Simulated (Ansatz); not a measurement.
# BBr2H, SMILES BrBBr: a ladder of methods at one geometry

Run with Ansatz 0.2.0 through its Python package.

Contents of `bbr2h.xyz`:
```text
4

Br    0.78130    0.23320    1.74080
B    -0.20530    0.05270   -0.02540
Br    0.73500   -0.74330   -1.59330
H    -1.25550    0.39710   -0.14240
```

`methods.py`:
```python
"""BBr2H at several levels of theory."""

import warnings

import ansatz as az

warnings.simplefilter("ignore", az.DeckWarning)

geometry = az.Crystal.molecule_from_extxyz("bbr2h.xyz")

calc = geometry.calculation().basis(gaussian="def2-SVP")

methods = ["mp2", "ccsd", "ccsd_t"]
reports = [calc.correlation(m).run(threads=1, backend="cpu").report for m in methods]
print(f"Hartree-Fock reference {reports[0]['reference_energy_ev'] / 27.211386246:.6f} Ha")
best = reports[-1]["free_energy_ev"] - reports[-1]["reference_energy_ev"]
for method, each in zip(methods, reports):
    gained = each["free_energy_ev"] - each["reference_energy_ev"]
    print(f"{method:8s} total {each['free_energy_ev'] / 27.211386246:.6f} Ha  correlation {gained:9.4f} eV  ({100 * gained / best:.1f} % of the last)")
```

`python methods.py` gives:
```text
Hartree-Fock reference -5169.502183 Ha
mp2      total -5170.044406 Ha  correlation  -14.7546 eV  (95.4 % of the last)
ccsd     total -5170.056507 Ha  correlation  -15.0839 eV  (97.5 % of the last)
ccsd_t   total -5170.070832 Ha  correlation  -15.4737 eV  (100.0 % of the last)
```

Reading the output:
- Total energies depend on the basis set; only differences at equal settings carry meaning.
- The geometry is a force-field or estimated start, not a minimum of this method, and the basis set is short of its limit. A lower total doesn't mark the better method: functionals have no common bound, and MP2 and coupled cluster aren't variational.
- Inner cores stay frozen; a filled d shell under the valence of the heavier atoms is correlated with it.
- Hardware and time: 11 s on 1 thread of Arm Neoverse V2, with other jobs on the host, peak memory 0.28 GiB.
